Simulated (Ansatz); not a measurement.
# HfHCl (triplet): wB97M-V, B2PLYP over vertical spin and charge gaps, def2-QZVPP

Aim: run HfHCl (triplet) with these functionals over vertical spin and charge gaps, and hold them against the top wave-function level at the same points.

The runs use Ansatz 0.2.0, Gaussian basis; def2-QZVPP, all electrons in the functionals, frozen cores in the correlation of double hybrids and RPA.

To be run: wB97M-V, B2PLYP, at charge 0, triplet; charge 0, singlet; charge 0, quintet; charge 1, doublet; charge 1, quartet.

2 further runs of the same task are left out: 2 set aside as unsound or not needed.

## 1. The geometry

The geometry is a PBE0/def2-TZVP stationary point (not a proven minimum). No spin-orbit coupling is included. Elements past krypton take def2 core potentials.

3 atoms, charge 0, spin multiplicity 3.

Atoms are counted from 1 here; the program's logs count them from 0.

Bond lengths: Hf1–Cl2 2.375 Å, Hf1–H3 1.924 Å. Angles: Cl2–Hf1–H3 180.0°.

As a file:

```xyz
3
charge 0, multiplicity 3
Hf    0.00000    0.00000    0.15030
Cl    0.00000    0.00000   -2.22470
H     0.00000    0.00000    2.07440
```

No dispersion term is added; wB97M-V holds VV10 nonlocal correlation.

The geometry shown and the zero of energy belong to the point charge 0, triplet. The yardstick, UCCSD(T), and other wave-function levels (R restricted, U unrestricted, valence and pair active spaces) come from earlier runs.

## 2. wB97M-V, charge 0, triplet

in.yaml

```yaml
crystal:
  periodic: [false, false, false]
  atoms:
    - {symbol: Hf, position_ang: [0.000000, 0.000000, 0.150300]}
    - {symbol: Cl, position_ang: [0.000000, 0.000000, -2.224700]}
    - {symbol: H, position_ang: [0.000000, 0.000000, 2.074400]}
basis:
  gaussian: {orbitals: "def2-QZVPP.json"}
magnetization: {spin_polarized: true, initial_magnetization: 2}
hamiltonian: {xc: {name: wB97M-V}}
output: {orbitals: {seedname: orbitals}}
```

Command:

```console
$ ansatz run in.yaml --threads 2 --pin off --events-out ev --progress --plain --max-ram 24576MiB --backend cuda --devices 0, --max-vram 18GiB
```

The log of the run, shortened:

```text
Functional definition: wB97M-V
  name "wB97M-V"
  cite "Mardirossian & Head-Gordon, J. Chem. Phys. 144, 214110 (2016) doi:10.1063/1.4952647"
  cite "Becke, J. Chem. Phys. 107, 8554 (1997) doi:10.1063/1.475007"
  cite "Vydrov & Van Voorhis, J. Chem. Phys. 133, 244103 (2010) doi:10.1063/1.3521275"
  # Of w^i u^j: cxij and so on, Table III.
[...]
  gx(w, u) = 1 - cx + cx01*u + cx10*w
  gss(w, u) = css00 + css04*u^4 + css10*w + css20*w^2 + css43*w^4*u^3
  gos(w, u) = cos00 + cos10*w + (cos20 + cos21*u)*w^2 + (cos60 + cos61*u)*w^6
[...]
      + integral(e_c_pw_mod_opposite_spin*gos(b97_w_opposite, b97_u_opposite)) + vv10(b, c)
832 factors; their error is unknown
172 factors; integrals over basis functions are off by at most 5.8e-5 eV
[...]
mean field -13842.27320655 eV, -508.6941577109 hartree, gradient 1.6e-5 eV, S^2 2.001627; 5 other end points of the search recorded, 0 dependent functions left out
reference -13842.27325533 eV, -508.6941595037 hartree; 16, 14 occupied and 165, 167 virtual orbitals, 832 factors
Total energy: -13842.27325533 eV, -508.6941595037 hartree
```

Wall time 14 s (1 × H100 (card shared with other runs) with 2 threads of AMD EPYC 7R13, shared host); peak host memory 1 GiB.

From the report: ⟨S²⟩ of the determinant 2.002 (pure triplet: 2.00).

## 3. wB97M-V, charge 0, singlet

Changes to in.yaml since step 2:

```diff
@@ -8,3 +8,3 @@
   gaussian: {orbitals: "def2-QZVPP.json"}
-magnetization: {spin_polarized: true, initial_magnetization: 2}
+magnetization: {spin_polarized: true, initial_magnetization: 0}
 hamiltonian: {xc: {name: wB97M-V}}
```

Same command.

The log of the run, shortened:

```text
Functional definition: wB97M-V
  name "wB97M-V"
  cite "Mardirossian & Head-Gordon, J. Chem. Phys. 144, 214110 (2016) doi:10.1063/1.4952647"
  cite "Becke, J. Chem. Phys. 107, 8554 (1997) doi:10.1063/1.475007"
  cite "Vydrov & Van Voorhis, J. Chem. Phys. 133, 244103 (2010) doi:10.1063/1.3521275"
  # Of w^i u^j: cxij and so on, Table III.
[...]
  gx(w, u) = 1 - cx + cx01*u + cx10*w
  gss(w, u) = css00 + css04*u^4 + css10*w + css20*w^2 + css43*w^4*u^3
  gos(w, u) = cos00 + cos10*w + (cos20 + cos21*u)*w^2 + (cos60 + cos61*u)*w^6
[...]
      + integral(e_c_pw_mod_opposite_spin*gos(b97_w_opposite, b97_u_opposite)) + vv10(b, c)
832 factors; their error is unknown
172 factors; integrals over basis functions are off by at most 5.8e-5 eV
[...]
mean field -13842.68209991 eV, -508.7091842649 hartree, gradient 2.7e-5 eV, S^2 0.338843; 5 other end points of the search recorded, 0 dependent functions left out
reference -13842.68214990 eV, -508.7091861019 hartree; 15, 15 occupied and 166, 166 virtual orbitals, 832 factors
Total energy: -13842.68214990 eV, -508.7091861019 hartree
```

It took 17 s on 1 × H100 (card shared with other runs) with 2 threads of AMD EPYC 7R13, shared host; peak host memory 1 GiB.

From the report: ⟨S²⟩ of the determinant 0.339 (pure singlet: 0.00).

From charge 0, triplet: -9.4 kcal/mol.

## 4. wB97M-V, charge 0, quintet

Changes to in.yaml since step 3:

```diff
@@ -8,3 +8,3 @@
   gaussian: {orbitals: "def2-QZVPP.json"}
-magnetization: {spin_polarized: true, initial_magnetization: 0}
+magnetization: {spin_polarized: true, initial_magnetization: 4}
 hamiltonian: {xc: {name: wB97M-V}}
```

Launched as before.

The log of the run, shortened:

```text
Functional definition: wB97M-V
  name "wB97M-V"
  cite "Mardirossian & Head-Gordon, J. Chem. Phys. 144, 214110 (2016) doi:10.1063/1.4952647"
  cite "Becke, J. Chem. Phys. 107, 8554 (1997) doi:10.1063/1.475007"
  cite "Vydrov & Van Voorhis, J. Chem. Phys. 133, 244103 (2010) doi:10.1063/1.3521275"
  # Of w^i u^j: cxij and so on, Table III.
[...]
  gx(w, u) = 1 - cx + cx01*u + cx10*w
  gss(w, u) = css00 + css04*u^4 + css10*w + css20*w^2 + css43*w^4*u^3
  gos(w, u) = cos00 + cos10*w + (cos20 + cos21*u)*w^2 + (cos60 + cos61*u)*w^6
[...]
      + integral(e_c_pw_mod_opposite_spin*gos(b97_w_opposite, b97_u_opposite)) + vv10(b, c)
832 factors; their error is unknown
172 factors; integrals over basis functions are off by at most 5.8e-5 eV
[...]
mean field -13838.31920904 eV, -508.5488509825 hartree, gradient 5.2e-6 eV, S^2 6.001907; 7 other end points of the search recorded, 0 dependent functions left out
reference -13838.31925723 eV, -508.5488527535 hartree; 17, 13 occupied and 164, 168 virtual orbitals, 832 factors
Total energy: -13838.31925723 eV, -508.5488527535 hartree
```

Wall time 18 s (1 × H100 (card shared with other runs) with 2 threads of AMD EPYC 7R13, shared host); peak host memory 1 GiB.

From the report: ⟨S²⟩ of the determinant 6.002 (pure quintet: 6.00).

From charge 0, triplet: +91.2 kcal/mol.

## 5. wB97M-V, charge 1, doublet

Changes to in.yaml since step 4:

```diff
@@ -8,3 +8,4 @@
   gaussian: {orbitals: "def2-QZVPP.json"}
-magnetization: {spin_polarized: true, initial_magnetization: 4}
+total_charge: 1
+magnetization: {spin_polarized: true, initial_magnetization: 1}
 hamiltonian: {xc: {name: wB97M-V}}
```

Launched as before.

The log of the run, shortened:

```text
Functional definition: wB97M-V
  name "wB97M-V"
  cite "Mardirossian & Head-Gordon, J. Chem. Phys. 144, 214110 (2016) doi:10.1063/1.4952647"
  cite "Becke, J. Chem. Phys. 107, 8554 (1997) doi:10.1063/1.475007"
  cite "Vydrov & Van Voorhis, J. Chem. Phys. 133, 244103 (2010) doi:10.1063/1.3521275"
  # Of w^i u^j: cxij and so on, Table III.
[...]
  gx(w, u) = 1 - cx + cx01*u + cx10*w
  gss(w, u) = css00 + css04*u^4 + css10*w + css20*w^2 + css43*w^4*u^3
  gos(w, u) = cos00 + cos10*w + (cos20 + cos21*u)*w^2 + (cos60 + cos61*u)*w^6
[...]
      + integral(e_c_pw_mod_opposite_spin*gos(b97_w_opposite, b97_u_opposite)) + vv10(b, c)
832 factors; their error is unknown
172 factors; integrals over basis functions are off by at most 5.8e-5 eV
[...]
mean field -13834.56144901 eV, -508.4107558487 hartree, gradient 8.8e-6 eV, S^2 0.751800; 5 other end points of the search recorded, 0 dependent functions left out
reference -13834.56149602 eV, -508.4107575761 hartree; 15, 14 occupied and 166, 167 virtual orbitals, 832 factors
Total energy: -13834.56149602 eV, -508.4107575761 hartree
```

Run time: 22 s. Hardware: 1 × H100 (card shared with other runs) with 2 threads of AMD EPYC 7R13, shared host; peak host memory 1 GiB.

From the report: ⟨S²⟩ of the determinant 0.752 (pure doublet: 0.75).

From charge 0, triplet: +177.8 kcal/mol.

## 6. wB97M-V, charge 1, quartet

Changes to in.yaml since step 5:

```diff
@@ -9,3 +9,3 @@
 total_charge: 1
-magnetization: {spin_polarized: true, initial_magnetization: 1}
+magnetization: {spin_polarized: true, initial_magnetization: 3}
 hamiltonian: {xc: {name: wB97M-V}}
```

Same command.

The log of the run, shortened:

```text
Functional definition: wB97M-V
  name "wB97M-V"
  cite "Mardirossian & Head-Gordon, J. Chem. Phys. 144, 214110 (2016) doi:10.1063/1.4952647"
  cite "Becke, J. Chem. Phys. 107, 8554 (1997) doi:10.1063/1.475007"
  cite "Vydrov & Van Voorhis, J. Chem. Phys. 133, 244103 (2010) doi:10.1063/1.3521275"
  # Of w^i u^j: cxij and so on, Table III.
[...]
  gx(w, u) = 1 - cx + cx01*u + cx10*w
  gss(w, u) = css00 + css04*u^4 + css10*w + css20*w^2 + css43*w^4*u^3
  gos(w, u) = cos00 + cos10*w + (cos20 + cos21*u)*w^2 + (cos60 + cos61*u)*w^6
[...]
      + integral(e_c_pw_mod_opposite_spin*gos(b97_w_opposite, b97_u_opposite)) + vv10(b, c)
832 factors; their error is unknown
172 factors; integrals over basis functions are off by at most 5.8e-5 eV
[...]
mean field -13832.05612926 eV, -508.3186870459 hartree, gradient 1.0e-5 eV, S^2 3.755841; 7 other end points of the search recorded, 0 dependent functions left out
reference -13832.05617542 eV, -508.3186887423 hartree; 16, 13 occupied and 165, 168 virtual orbitals, 832 factors
Total energy: -13832.05617542 eV, -508.3186887423 hartree
```

Run time: 20 s. Hardware: 1 × H100 (card shared with other runs) with 2 threads of AMD EPYC 7R13, shared host; peak host memory 1 GiB.

From the report: ⟨S²⟩ of the determinant 3.756 (pure quartet: 3.75).

From charge 0, triplet: +235.6 kcal/mol.

## 7. B2PLYP, charge 0, triplet

in.yaml

```yaml
crystal:
  periodic: [false, false, false]
  atoms:
    - {symbol: Hf, position_ang: [0.000000, 0.000000, 0.150300]}
    - {symbol: Cl, position_ang: [0.000000, 0.000000, -2.224700]}
    - {symbol: H, position_ang: [0.000000, 0.000000, 2.074400]}
basis:
  gaussian: {orbitals: "def2-QZVPP.json"}
magnetization: {spin_polarized: true, initial_magnetization: 2}
hamiltonian: {xc: {name: B2PLYP}}
correlation: {electrons: outside_noble_gas}
```

The command is unchanged.

The log of the run, shortened:

```text
Functional definition: B2PLYP
  name "B2PLYP"
  cite "Grimme, J. Chem. Phys. 124, 034108 (2006) doi:10.1063/1.2148954"
  cite "Becke, Phys. Rev. A 38, 3098 (1988) doi:10.1103/PhysRevA.38.3098"
  cite "Lee, Yang & Parr, Phys. Rev. B 37, 785 (1988) doi:10.1103/PhysRevB.37.785"
[...]
1084 factors; integrals over basis functions are off by at most 1.2e-3 eV
[...]
mean field -13834.79252974 eV, -508.4192479089 hartree, gradient 1.4e-6 eV, S^2 2.003135; 6 other end points of the search recorded, 0 dependent functions left out
9 core orbitals not correlated: weight in the atoms' cores, before any rotation towards them, 0.996 or more for the frozen orbitals, at most 0.003 for the correlated occupied ones
reference -13834.79266548 eV, -508.4192528972 hartree; 7, 5 occupied and 165, 167 virtual orbitals, 1084 factors
second order -9.33413350 eV of doubles, -0.00000000 eV of singles
Total energy: -13837.31288153 eV, -508.5118691286 hartree
```

Wall time 6 s (1 × H100 (card shared with other runs) with 2 threads of AMD EPYC 7R13, shared host); peak host memory 0.97 GiB.

From the report: ⟨S²⟩ of the determinant 2.003 (pure triplet: 2.00).

## 8. B2PLYP, charge 0, singlet

Changes to in.yaml since step 7:

```diff
@@ -8,3 +8,3 @@
   gaussian: {orbitals: "def2-QZVPP.json"}
-magnetization: {spin_polarized: true, initial_magnetization: 2}
+magnetization: {spin_polarized: true, initial_magnetization: 0}
 hamiltonian: {xc: {name: B2PLYP}}
```

The command is unchanged.

The log of the run, shortened:

```text
Functional definition: B2PLYP
  name "B2PLYP"
  cite "Grimme, J. Chem. Phys. 124, 034108 (2006) doi:10.1063/1.2148954"
  cite "Becke, Phys. Rev. A 38, 3098 (1988) doi:10.1103/PhysRevA.38.3098"
  cite "Lee, Yang & Parr, Phys. Rev. B 37, 785 (1988) doi:10.1103/PhysRevB.37.785"
[...]
1084 factors; integrals over basis functions are off by at most 1.2e-3 eV
[...]
mean field -13834.92355770 eV, -508.4240630977 hartree, gradient 2.3e-6 eV, S^2 0.705358; 8 other end points of the search recorded, 0 dependent functions left out
9 core orbitals not correlated: weight in the atoms' cores, before any rotation towards them, 0.997 or more for the frozen orbitals, at most 0.002 for the correlated occupied ones
reference -13834.92369292 eV, -508.4240680669 hartree; 6, 6 occupied and 166, 166 virtual orbitals, 1084 factors
second order -9.68826199 eV of doubles, -0.00000000 eV of singles
Total energy: -13837.53952366 eV, -508.5201980734 hartree
```

It took 13 s on 1 × H100 (card shared with other runs) with 2 threads of AMD EPYC 7R13, shared host; peak host memory 0.97 GiB.

From the report: ⟨S²⟩ of the determinant 0.705 (pure singlet: 0.00). The determinant is far from a pure spin state, so its energy mixes those of several spin states (harmless only where they are near-degenerate, as at dissociation).

From charge 0, triplet: -5.2 kcal/mol.

## 9. B2PLYP, charge 0, quintet

Changes to in.yaml since step 8:

```diff
@@ -8,3 +8,3 @@
   gaussian: {orbitals: "def2-QZVPP.json"}
-magnetization: {spin_polarized: true, initial_magnetization: 0}
+magnetization: {spin_polarized: true, initial_magnetization: 4}
 hamiltonian: {xc: {name: B2PLYP}}
```

The command is unchanged.

The log of the run, shortened:

```text
Functional definition: B2PLYP
  name "B2PLYP"
  cite "Grimme, J. Chem. Phys. 124, 034108 (2006) doi:10.1063/1.2148954"
  cite "Becke, Phys. Rev. A 38, 3098 (1988) doi:10.1103/PhysRevA.38.3098"
  cite "Lee, Yang & Parr, Phys. Rev. B 37, 785 (1988) doi:10.1103/PhysRevB.37.785"
[...]
1084 factors; integrals over basis functions are off by at most 1.2e-3 eV
[...]
mean field -13831.01790835 eV, -508.2805331310 hartree, gradient 4.0e-6 eV, S^2 6.003598; 8 other end points of the search recorded, 0 dependent functions left out
9 core orbitals not correlated: weight in the atoms' cores, before any rotation towards them, 0.995 or more for the frozen orbitals, at most 0.003 for the correlated occupied ones
reference -13831.01804658 eV, -508.2805382109 hartree; 8, 4 occupied and 164, 168 virtual orbitals, 1084 factors
second order -8.82518986 eV of doubles, -0.00000000 eV of singles
Total energy: -13833.40084784 eV, -508.3681045422 hartree
```

Wall time 11 s (1 × H100 (card shared with other runs) with 2 threads of AMD EPYC 7R13, shared host); peak host memory 0.96 GiB.

From the report: ⟨S²⟩ of the determinant 6.004 (pure quintet: 6.00).

From charge 0, triplet: +90.2 kcal/mol.

## 10. B2PLYP, charge 1, doublet

Changes to in.yaml since step 9:

```diff
@@ -8,3 +8,4 @@
   gaussian: {orbitals: "def2-QZVPP.json"}
-magnetization: {spin_polarized: true, initial_magnetization: 4}
+total_charge: 1
+magnetization: {spin_polarized: true, initial_magnetization: 1}
 hamiltonian: {xc: {name: B2PLYP}}
```

Launched as before.

The log of the run, shortened:

```text
Functional definition: B2PLYP
  name "B2PLYP"
  cite "Grimme, J. Chem. Phys. 124, 034108 (2006) doi:10.1063/1.2148954"
  cite "Becke, Phys. Rev. A 38, 3098 (1988) doi:10.1103/PhysRevA.38.3098"
  cite "Lee, Yang & Parr, Phys. Rev. B 37, 785 (1988) doi:10.1103/PhysRevB.37.785"
[...]
1084 factors; integrals over basis functions are off by at most 1.2e-3 eV
[...]
mean field -13827.08142410 eV, -508.1358700032 hartree, gradient 7.0e-6 eV, S^2 0.751700; 6 other end points of the search recorded, 0 dependent functions left out
9 core orbitals not correlated: weight in the atoms' cores, before any rotation towards them, 0.998 or more for the frozen orbitals, at most 0.002 for the correlated occupied ones
reference -13827.08156368 eV, -508.1358751328 hartree; 6, 5 occupied and 166, 167 virtual orbitals, 1084 factors
second order -9.34845848 eV of doubles, -0.00000000 eV of singles
Total energy: -13829.60564747 eV, -508.2286335011 hartree
```

Wall time 19 s (1 × H100 (card shared with other runs) with 2 threads of AMD EPYC 7R13, shared host); peak host memory 0.96 GiB.

From the report: ⟨S²⟩ of the determinant 0.752 (pure doublet: 0.75).

From charge 0, triplet: +177.7 kcal/mol.

## 11. B2PLYP, charge 1, quartet

Changes to in.yaml since step 10:

```diff
@@ -9,3 +9,3 @@
 total_charge: 1
-magnetization: {spin_polarized: true, initial_magnetization: 1}
+magnetization: {spin_polarized: true, initial_magnetization: 3}
 hamiltonian: {xc: {name: B2PLYP}}
```

Launched as before.

The log of the run, shortened:

```text
Functional definition: B2PLYP
  name "B2PLYP"
  cite "Grimme, J. Chem. Phys. 124, 034108 (2006) doi:10.1063/1.2148954"
  cite "Becke, Phys. Rev. A 38, 3098 (1988) doi:10.1103/PhysRevA.38.3098"
  cite "Lee, Yang & Parr, Phys. Rev. B 37, 785 (1988) doi:10.1103/PhysRevB.37.785"
[...]
1084 factors; integrals over basis functions are off by at most 1.2e-3 eV
[...]
mean field -13825.00092127 eV, -508.0594129345 hartree, gradient 2.0e-6 eV, S^2 3.758305; 10 other end points of the search recorded, 0 dependent functions left out
9 core orbitals not correlated: weight in the atoms' cores, before any rotation towards them, 0.997 or more for the frozen orbitals, at most 0.002 for the correlated occupied ones
reference -13825.00105651 eV, -508.0594179046 hartree; 7, 4 occupied and 165, 168 virtual orbitals, 1084 factors
second order -8.66234179 eV of doubles, -0.00000000 eV of singles
Total energy: -13827.33988880 eV, -508.1453684057 hartree
```

Wall time 18 s (1 × H100 (card shared with other runs) with 2 threads of AMD EPYC 7R13, shared host); peak host memory 0.97 GiB.

From the report: ⟨S²⟩ of the determinant 3.758 (pure quartet: 3.75).

From charge 0, triplet: +230.0 kcal/mol.

## 12. The comparison

No level is safe as a reference over these points; UCCSD(T) serves as a yardstick only. It comes from earlier runs at the same points. Energies in kcal/mol, counted from charge 0, triplet; blanks weren't run or aren't comparable.

| level | triplet to singlet | triplet to quintet | ionisation to the doublet cation | ionisation to the quartet cation |
| --- | --- | --- | --- | --- |
| UCCSD(T) |  | 90.6 | 175.3 | 233.9 |
| wB97M-V | -9.4 | 91.2 | 177.8 | 235.6 |
| B2PLYP | -5.2 | 90.2 | 177.7 | 230.0 |

Largest miss and mean time a point (UCCSD(T) took 43 s a point; shared hosts):

| level | largest miss (kcal/mol) | where | time a point |
| --- | --- | --- | --- |
| wB97M-V | +2.5 | ionisation to the doublet cation | 18 s |
| B2PLYP | -3.9 | ionisation to the quartet cation | 13 s |

## 13. Outcome

| quantity | value |
| --- | --- |
| triplet to quintet, UCCSD(T) | 90.6 kcal/mol |
| ionisation to the doublet cation, UCCSD(T) | 175.3 kcal/mol |
| ionisation to the quartet cation, UCCSD(T) | 233.9 kcal/mol |
| largest miss, wB97M-V | +2.5 kcal/mol (ionisation to the doublet cation) |
| largest miss, B2PLYP | -3.9 kcal/mol (ionisation to the quartet cation) |

**Reading.** Misses are known at 3 of 4 points at best, and only functionals with that many are ranked. Of the functionals, wB97M-V keep the smallest largest miss at the points compared (at most 2.5 kcal/mol) and B2PLYP strays most (3.9 kcal/mol, at ionisation to the quartet cation). wB97M-V, B2PLYP clearly break the spin symmetry at some points (⟨S²⟩ up to 0.71 above the pure value), so energy there is bought with a mixed spin. Functionals and the yardstick converge differently with the basis, so part of each miss in def2-QZVPP is the basis. The yardstick itself may be off where one determinant is a poor start.
